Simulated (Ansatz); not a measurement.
**C₄H₆F₄: up Jacob's ladder to CCSD(T)**

An exercise on one series of results from a longer session: the logs are not shown, and one member is left open.

Computed with Ansatz 0.2.0, Gaussian basis. Level: functionals in def2-TZVPP, the program's frozen cores in correlated methods.

Levels to be run: LDA (SPW92), PBE-D4, revPBE-D4, BLYP-D4, r2SCAN-D4, B97M-V, PBE0-D4, B3LYP-D4, r2SCANh-D4, r2SCAN0-D4, HSE06-D4, BHLYP-D4, CAM-B3LYP-D4, LC-ωPBE, ωB97X-V, ωB97M-V, B2PLYP, PBE-QIDH; CCSD(T)/def2-SVP; CCSD(T)/def2-TZVPP; MP2/def2-QZVPP; extrapolation to the limit; RPA on PBE.

## The geometry

All runs share one geometry, relaxed beforehand with PBE0-D4 in a triple-zeta def2 set.

14 atoms, charge 0, spin multiplicity 1.

Atoms are counted from 1 here; the program's logs count them from 0.

Bond lengths: F1–C2 1.375 Å, C2–C3 1.504 Å, C2–H9 1.095 Å, C2–H10 1.095 Å, C3–F4 1.388 Å, C3–C5 1.513 Å, C3–H11 1.095 Å, C5–C6 1.506 Å, C5–H12 1.093 Å, C5–H13 1.093 Å, C6–F7 1.357 Å, C6–F8 1.360 Å, C6–H14 1.093 Å. Angles: F1–C2–C3 110.4°, F1–C2–H9 108.4°, F1–C2–H10 108.3°, C3–C2–H9 109.9°, C3–C2–H10 110.2°, H9–C2–H10 109.6°, C2–C3–F4 108.9°, C2–C3–C5 111.8°, C2–C3–H11 109.5°, F4–C3–C5 108.6°, F4–C3–H11 106.9°, C5–C3–H11 111.0°, C3–C5–C6 112.2°, C3–C5–H12 110.3°, C3–C5–H13 109.9°, C6–C5–H12 107.7°, C6–C5–H13 108.3°, H12–C5–H13 108.3° and more.

The first run:

Contents of in.yaml:

```yaml
crystal:
  periodic: [false, false, false]
  atoms:
    - {symbol: F, position_ang: [0.959745, 2.023476, 2.021396]}
    - {symbol: C, position_ang: [1.191650, 0.969878, 1.169681]}
    - {symbol: C, position_ang: [-0.057457, 0.630904, 0.403291]}
    - {symbol: F, position_ang: [-0.350078, 1.675866, -0.462902]}
    - {symbol: C, position_ang: [0.105216, -0.636617, -0.406038]}
    - {symbol: C, position_ang: [-1.149166, -0.998731, -1.156840]}
    - {symbol: F, position_ang: [-0.928130, -2.113762, -1.898442]}
    - {symbol: F, position_ang: [-2.146654, -1.289268, -0.279167]}
    - {symbol: H, position_ang: [1.509126, 0.107701, 1.764735]}
    - {symbol: H, position_ang: [1.992683, 1.254184, 0.480042]}
    - {symbol: H, position_ang: [-0.900254, 0.547341, 1.096936]}
    - {symbol: H, position_ang: [0.353342, -1.475857, 0.249274]}
    - {symbol: H, position_ang: [0.915053, -0.514634, -1.130317]}
    - {symbol: H, position_ang: [-1.507876, -0.209781, -1.822948]}
basis:
  gaussian: {orbitals: def2-TZVPP}
hamiltonian: {xc: lda}
output: {orbitals: {seedname: orbitals}}
```

On the command line:

```bash
> ansatz run in.yaml --threads 2 --pin off --events-out ev --progress --plain --max-ram 32768MiB --backend cuda --devices 0, --max-vram 18GiB
```

Steps of the session up to this table: LDA; PBE-D4 (GGA); revPBE-D4 (GGA); BLYP-D4 (GGA); r2SCAN-D4 (meta-GGA); B97M-V (meta-GGA); B3LYP-D4 (hybrid); r2SCANh-D4 (hybrid); r2SCAN0-D4 (hybrid); HSE06-D4 (hybrid); BHLYP-D4 (hybrid); CAM-B3LYP-D4 (range-separated); LC-ωPBE (range-separated); ωB97X-V (range-separated); ωB97M-V (range-separated); B2PLYP (double hybrid); PBE-QIDH (double hybrid).

One of the session's tables, all rows but one given; the rest of the session is left out.

It belongs to the step «Orbital energies across the functionals». 

```
  functional  HOMO (eV)  LUMO (eV)  gap (eV)
 LDA (SPW92)      -7.95       0.04      7.99
      PBE-D4      -7.76       0.25      8.01
   revPBE-D4          ?          ?         ?
     BLYP-D4      -7.73       0.23      7.96
   r2SCAN-D4      -8.14       0.90      9.04
      B97M-V      -8.33       0.43      8.76
     PBE0-D4      -9.50       1.08     10.57
    B3LYP-D4      -9.29       0.72     10.01
  r2SCANh-D4      -8.79       1.20      9.99
  r2SCAN0-D4      -9.75       1.58     11.34
    HSE06-D4      -9.09       0.71      9.79
    BHLYP-D4     -11.21       1.65     12.86
CAM-B3LYP-D4     -11.03       1.82     12.85
     LC-ωPBE     -12.28       3.15     15.43
     ωB97X-V     -11.97       2.95     14.93
     ωB97M-V     -11.90       2.52     14.42
```

**Question.** Estimate the row for revPBE-D4.

**Answer.** HOMO (eV): -7.68; LUMO (eV): 0.34; gap (eV): 8.02. In the column «HOMO (eV)» it is the highest.
